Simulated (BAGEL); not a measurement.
**GeH2ClF (SMILES [F][GeH2][Cl]), step by step**

Aim: the energy (HF/def2-SV(P)), then the energy (NEVPT2(2,2)/def2-SV(P)), then the energy (CASPT2(2,2)/def2-SV(P)) of GeH2ClF. 

Program for the calculation: BAGEL 1.2.2.

1 further run of the same task is left out (set aside as unsound or not needed).

## Step 1: The molecule

GeH2ClF: 5 atoms, total charge 0, spin state singlet. SMILES: `[F][GeH2][Cl]`. The F1–Ge2 distance was set to 2.767 Å, away from the relaxed value. At this shape a bond of the SMILES string is far longer than usual.

Bond lengths: Ge2–Cl3 2.133 Å, Ge2–H4 1.528 Å, Ge2–H5 1.528 Å. Angles: Cl3–Ge2–H4 109.1°, Cl3–Ge2–H5 109.1°, H4–Ge2–H5 117.4°. A long bond or contact: F1–Ge2 2.767 Å.

## Step 2: The energy at HF/def2-SV(P) (density fitting with svp-jkfit) (run 1)

The input, hf.json:

```json
{ "bagel": [

{
  "title": "molecule",
  "basis": "def2-sv_p_.json",
  "df_basis": "svp-jkfit",
  "geometry": [
    { "atom": "F", "xyz": [ -0.89034068, -1.43484826,  4.85488405 ] },
    { "atom": "Ge", "xyz": [  0.26437268, -0.16856357, -0.08598254 ] },
    { "atom": "Cl", "xyz": [ -2.62728623,  2.35252005, -1.32072959 ] },
    { "atom": "H", "xyz": [  0.12774549, -2.59931828, -1.63914844 ] },
    { "atom": "H", "xyz": [  2.78677912,  1.23625883, -0.03458199 ] }
  ]
},
{
  "title": "hf"
},
{
  "title": "print",
  "file": "orbitals.molden",
  "orbitals": "true"
}

]}
```

The basis set def2-SV(P) is read from a file made from the Basis Set Exchange's data (not shown).

Started as:

```
$ BAGEL_NUM_THREADS=1 BAGEL hf.json > hf.out
```

Output:

```text
* using 1 threads per process

  ===============================================================
  ===============================================================

  *** Geometry ***

  { "atom" : "F", "xyz" : [     -0.890341,     -1.434848,      4.854884 ] },
  { "atom" : "Ge", "xyz" : [      0.264373,     -0.168564,     -0.085983 ] },
  { "atom" : "Cl", "xyz" : [     -2.627286,      2.352520,     -1.320730 ] },
  { "atom" : "H", "xyz" : [      0.127745,     -2.599318,     -1.639148 ] },
  { "atom" : "H", "xyz" : [      2.786779,      1.236259,     -0.034582 ] },

  Number of auxiliary basis functions:      507

  Since a DF basis is specified, we compute 2- and 3-index integrals:
    o Being stored without compression. Storage requirement is 0.019 GB

  Number of basis functions:       68
  Number of electrons      :       60

    * METHOD: MOLECULE                             0.36

  *** RHF ***

  === Nuclear Repulsion ===
   241.6428357746

      * DIIS with orbital gradients will be used.

  === RHF iteration (def2-sv_p_.json) ===
      0      -2634.63943327          0.02012875           0.10
      1      -2634.58252978          0.02567062           0.10
      2      -2634.88099440          0.00185340           0.10
      3      -2634.88358502          0.00057743           0.10
      4      -2634.88389972          0.00020234           0.10
      5      -2634.88394864          0.00007367           0.10
      6      -2634.88395535          0.00003506           0.10
      7      -2634.88395705          0.00000896           0.10
      8      -2634.88395716          0.00000316           0.10
      9      -2634.88395717          0.00000173           0.10
     10      -2634.88395717          0.00000062           0.10
     11      -2634.88395717          0.00000028           0.10
     12      -2634.88395717          0.00000015           0.10
     13      -2634.88395717          0.00000008           0.10
     14      -2634.88395717          0.00000004           0.10
     15      -2634.88395717          0.00000001           0.10
     16      -2634.88395717          0.00000001           0.10
    * SCF iteration converged.

    * Permanent dipole moment:
           (   -1.070796,    -0.366011,     2.649478) a.u.

    * METHOD: HF                                   2.01

    * METHOD: PRINT                                0.02

  ===============================================================
```

Run time: 2.5 s. Hardware: 1 thread of Arm Neoverse N1, shared host; peak memory 0.15 GiB.

## Step 3: The energy at NEVPT2(2,2)/def2-SV(P) (density fitting with svp-jkfit) (run 2)

The input, input.json:

```json
{ "bagel" : [

{
  "title" : "molecule",
  "basis" : "def2-sv_p_.json",
  "df_basis" : "svp-jkfit",
  "geometry" : [
    { "atom" : "F", "xyz" : [ -0.89034068, -1.43484826,  4.85488405 ] },
    { "atom" : "Ge", "xyz" : [  0.26437268, -0.16856357, -0.08598254 ] },
    { "atom" : "Cl", "xyz" : [ -2.62728623,  2.35252005, -1.32072959 ] },
    { "atom" : "H", "xyz" : [  0.12774549, -2.59931828, -1.63914844 ] },
    { "atom" : "H", "xyz" : [  2.78677912,  1.23625883, -0.03458199 ] }
  ]
},
{ "title" : "hf" },
{ "title" : "nevpt2", "nstate" : 1, "nact" : 2, "nclosed" : 29, "active" : [30, 31], "maxiter" : 200, "natocc" : true, "ncore" : 15 },
{ "title" : "print", "file" : "orbitals.molden", "orbitals" : true }

]}
```

The basis set def2-SV(P) is read from a file made from the Basis Set Exchange's data (not shown).

Started as:

```
$ BAGEL_NUM_THREADS=1 BAGEL input.json > input.out
```

Output:

```text
* using 1 threads per process

  ===============================================================
  ===============================================================

  *** Geometry ***

  { "atom" : "F", "xyz" : [     -0.890341,     -1.434848,      4.854884 ] },
  { "atom" : "Ge", "xyz" : [      0.264373,     -0.168564,     -0.085983 ] },
  { "atom" : "Cl", "xyz" : [     -2.627286,      2.352520,     -1.320730 ] },
  { "atom" : "H", "xyz" : [      0.127745,     -2.599318,     -1.639148 ] },
  { "atom" : "H", "xyz" : [      2.786779,      1.236259,     -0.034582 ] },

  Number of auxiliary basis functions:      507

  Since a DF basis is specified, we compute 2- and 3-index integrals:
    o Being stored without compression. Storage requirement is 0.019 GB

  Number of basis functions:       68
  Number of electrons      :       60

    * METHOD: MOLECULE                             0.35

  *** RHF ***

  === Nuclear Repulsion ===
   241.6428357746

      * DIIS with orbital gradients will be used.

  === RHF iteration (def2-sv_p_.json) ===
      0      -2634.63943327          0.02012875           0.10
      1      -2634.58252978          0.02567062           0.10
      2      -2634.88099440          0.00185340           0.10
      3      -2634.88358502          0.00057743           0.10
      4      -2634.88389972          0.00020234           0.10
      5      -2634.88394864          0.00007367           0.10
[... 9 lines of this table left out ...]
     15      -2634.88395717          0.00000001           0.10
     16      -2634.88395717          0.00000001           0.10
    * SCF iteration converged.

    * Permanent dipole moment:
           (   -1.070796,    -0.366011,     2.649478) a.u.

    * METHOD: HF                                   1.99

    * freezing 15 orbitals
  ---------------------------
      CASSCF calculation
  ---------------------------

    ==== Active orbitals : =====
         Orbital 30
         Orbital 31
    ============================

    * nstate   :      1
    * nclosed  :     29
    * nact     :      2
    * nvirt    :     37
  === CASSCF iteration (def2-sv_p_.json) ===

    * Using the second-order algorithm

      0  0     -2634.89998171     8.01e-03      0.03

      1  0     -2634.92648566     2.65e-03      0.51

      2  0     -2634.93240528     3.02e-03      0.52

[... 45 lines of this table left out ...]

     26  0     -2634.93633733     6.80e-09      0.37

    * Second-order optimization converged. *

     guess   0:   closed 1.                   open ..

  === FCI iteration ===

      0  0     -2634.85870259     1.09e-01      0.00
      1  0     -2634.92059122     3.66e-02      0.00
      2  0 *   -2634.93633733     4.20e-16      0.00

     * ci vector, state   0, <S^2> = 0.0000
       2.     0.9366355605
       .2    -0.3503053337

  === DF-NEVPT2 calculation ===

    * 3-index integral transformation done
    * assembly done

      NEVPT2 correlation energy:   -0.4952317449      0.12

          (+0)     -0.3979165377
          (+0)'    -0.0305421540
          (+1)     -0.0170113578
          (+1)'    -0.0000000000
          (+2)     -0.0006422650
          (-1)     -0.0467400580
          (-1)'     0.0000000000
          (-2)     -0.0023793724

      NEVPT2 total energy:       -2635.4315690783

    * METHOD: NEVPT2                              14.29

    * METHOD: PRINT                                0.02

  ===============================================================
```

It took 17 s on 1 thread of Arm Neoverse N1, shared host; peak memory 0.15 GiB.

## Step 4: The energy at CASPT2(2,2)/def2-SV(P) (density fitting with svp-jkfit) (run 3)

The input, calc.json:

```json
{ "bagel": [

{
  "title": "molecule",
  "basis": "def2-sv_p_.json",
  "df_basis": "svp-jkfit",
  "angstrom": "false",
  "geometry": [
    { "atom": "F", "xyz": [ -0.89034068, -1.43484826,  4.85488405 ] },
    { "atom": "Ge", "xyz": [  0.26437268, -0.16856357, -0.08598254 ] },
    { "atom": "Cl", "xyz": [ -2.62728623,  2.35252005, -1.32072959 ] },
    { "atom": "H", "xyz": [  0.12774549, -2.59931828, -1.63914844 ] },
    { "atom": "H", "xyz": [  2.78677912,  1.23625883, -0.03458199 ] }
  ]
},
{ "title": "hf" },
{ "title": "casscf", "nstate": 1, "nact": 2, "nclosed": 29, "active": [30, 31], "maxiter": 200, "natocc": "true" },
{ "title": "print", "file": "orbitals.molden", "orbitals": "true" },
{ "title": "smith", "method": "caspt2", "ms": "true", "xms": "true", "sssr": "true", "shift": 0.2, "shift_imag": "true", "ncore": 15 }

]}
```

The basis set def2-SV(P) is read from a file made from the Basis Set Exchange's data (not shown).

Started as:

```
$ BAGEL_NUM_THREADS=1 BAGEL calc.json > calc.out
```

Output:

```text
* using 1 threads per process

  ===============================================================
  ===============================================================

  *** Geometry ***

  { "atom" : "F", "xyz" : [     -0.890341,     -1.434848,      4.854884 ] },
  { "atom" : "Ge", "xyz" : [      0.264373,     -0.168564,     -0.085983 ] },
  { "atom" : "Cl", "xyz" : [     -2.627286,      2.352520,     -1.320730 ] },
  { "atom" : "H", "xyz" : [      0.127745,     -2.599318,     -1.639148 ] },
  { "atom" : "H", "xyz" : [      2.786779,      1.236259,     -0.034582 ] },

  Number of auxiliary basis functions:      507

  Since a DF basis is specified, we compute 2- and 3-index integrals:
    o Being stored without compression. Storage requirement is 0.019 GB

  Number of basis functions:       68
  Number of electrons      :       60

    * METHOD: MOLECULE                             0.35

  *** RHF ***

  === Nuclear Repulsion ===
   241.6428357746

      * DIIS with orbital gradients will be used.

[... 6 lines left out ...]
    * SCF iteration converged.
[... 1 line left out ...]
    * Permanent dipole moment:
[... 27 lines left out ...]
    * Second-order optimization converged. *
[... 9 lines left out ...]
     * ci vector, state   0, <S^2> = 0.0000
[... 16 lines left out ...]
    * Zeroth order energy : state  0       -0.7354132824
[... 3 lines left out ...]
      -------------------------------------------  CASPT2 iteration  ---------------------------------------------------
       #      aibj      arbs      arbi      airj      risj      airs      arst      rist         Etot      error   time
      ------------------------------------------------------------------------------------------------------------------

       0  -0.39690  -0.00273  -0.04751  -0.01837  -0.00094  -0.02967  -0.00000  -0.00000   -0.4961163  0.0015948   0.07
       1  -0.39704  -0.00275  -0.04765  -0.01855  -0.00099  -0.02997  -0.00000  -0.00000   -0.4969473  0.0002070   0.06
       2  -0.39704  -0.00275  -0.04764  -0.01856  -0.00099  -0.02998  -0.00000  -0.00000   -0.4969665  0.0000384   0.06
       3  -0.39704  -0.00275  -0.04764  -0.01856  -0.00099  -0.02998   0.00000  -0.00000   -0.4969670  0.0000074   0.06
       4  -0.39704  -0.00275  -0.04764  -0.01856  -0.00099  -0.02998   0.00000  -0.00000   -0.4969670  0.0000012   0.07
       5  -0.39704  -0.00275  -0.04764  -0.01856  -0.00099  -0.02998  -0.00000   0.00000   -0.4969670  0.0000003   0.07

      ------------------------------------------------------------------------------------------------------------------

    * CASPT2 energy : state  0    -2635.4353229116
        w/o shift correction      -2635.4333043253
        reference weight              0.8802824644

    * METHOD: SMITH                                0.65

  ===============================================================
```

Run time: 17 s. Hardware: 1 thread of Arm Neoverse N1, shared host; peak memory 0.15 GiB.

## Step 5: Outcome

```
                                   quantity           value
         run 1, HF/def2-SV(P): total energy  -2634.88396 Eh
        run 1, HF/def2-SV(P): dipole moment          7.32 D
          run 1, HF/def2-SV(P): HOMO energy       -11.31 eV
          run 1, HF/def2-SV(P): LUMO energy        -0.69 eV
        run 1, HF/def2-SV(P): HOMO–LUMO gap        10.62 eV
run 2, NEVPT2(2,2)/def2-SV(P): total energy  -2635.43157 Eh
run 3, CASPT2(2,2)/def2-SV(P): total energy  -2635.43532 Eh
```
